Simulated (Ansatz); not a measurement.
# TiO2 (Anatase): the cost of one run

Computed with Ansatz 0.2.0 through its Python package. Level of theory: DFT PBE, plane waves, PAW.

**1. The structure**

The structure is tetragonal, space group I4_1/amd (No. 141). Conventional cell: a = 3.784 Å, b = 3.784 Å, c = 9.515 Å, α = 90.00°, β = 90.00°, γ = 90.00°. Around Ti (site symmetry -4m2) lie 6 O at 1.93 to 1.98 Å. O (site symmetry 2mm) has 3 Ti at 1.93 to 1.98 Å as nearest neighbours.

The script holds or builds the structure itself.

**2. Script**

eos_tio2.py reads:

```python
"""Energy against volume for TiO2, with a fit."""

import ansatz as az
from ase.eos import EquationOfState
from ase.units import GPa
import numpy as np

config = {
    "xc": "pbe",
    "cutoff_ev": 470,
    "occupations": "fixed",
    "kmesh": (7, 7, 7),
}

VECTORS = np.array([
    [-1.8921, 1.8921, 4.7573],
    [1.8921, -1.8921, 4.7573],
    [1.8921, 1.8921, -4.7573],
])
SITES = [
    ("Ti", (0.0, 0.0, 0.0)),
    ("Ti", (0.75, 0.25, 0.5)),
    ("O", (0.2081, 0.2081, 0.0)),
    ("O", (0.9581, 0.4581, 0.5)),
    ("O", (0.5419, 0.0419, 0.5)),
    ("O", (0.7919, 0.7919, 0.0)),
]


def make_crystal(cell):
    crystal = az.Crystal(lattice=az.Lattice.of(cell))
    for symbol, position in SITES:
        crystal = crystal.atom(symbol, position)
    return crystal

# scale the volume, keep shape and fractions
volumes, energies = [], []
for scale in np.linspace(0.95, 1.07, 5):
    cell = VECTORS * scale ** (1 / 3)
    job = (
        make_crystal(cell).calculation()
        .functional(config["xc"])
        .pseudopotentials("paw")
        .basis(config["cutoff_ev"])
        .occupations(config["occupations"])
        .kpoints(*config["kmesh"])
    )
    rep = job.run(threads=1, pin="off").report
    volumes.append(abs(np.linalg.det(cell)) / len(SITES))
    energies.append(rep["free_energy_ev"] / len(SITES))
    print(f"V = {volumes[-1]:8.4f} A^3/atom  F = {energies[-1]:.5f} eV/atom")

eos = EquationOfState(volumes, energies, eos="vinet")
v0, e0, bulk = eos.fit()
print(f"V0 = {v0:.4f} A^3/atom, E0 = {e0:.5f} eV/atom, B = {bulk / GPa:.1f} GPa")
eos.plot("eos.png")
```

**3. The calls as engine input**

The engine receives this input (first run):

```yaml
crystal:
  lattice:
    - [-1.8600243119112778, 1.8600243119112778, 4.676652216614091]
    - [1.8600243119112778, -1.8600243119112778, 4.676652216614091]
    - [1.8600243119112778, 1.8600243119112778, -4.676652216614091]
  atoms:
    - { symbol: Ti, position: [0.0, 0.0, 0.0] }
    - { symbol: Ti, position: [0.75, 0.25, 0.5] }
    - { symbol: O, position: [0.2081, 0.2081, 0.0] }
    - { symbol: O, position: [0.9581, 0.4581, 0.5] }
    - { symbol: O, position: [0.5419, 0.0419, 0.5] }
    - { symbol: O, position: [0.7919, 0.7919, 0.0] }
basis:
  ecutwfc: 470.0
kpoints:
  mp_grid:
    grid: [7, 7, 7]
hamiltonian:
  xc: pbe
  pseudopotentials:
    kind: paw
scf:
  occupations:
    method: fixed
```

**4. The run**

Run with:

```console
$ python eos_tio2.py
```

Q: Estimate wall time and peak memory on 1 thread of Arm Neoverse V1, shared host.

About 22 s, with a peak of 0.42 GiB.
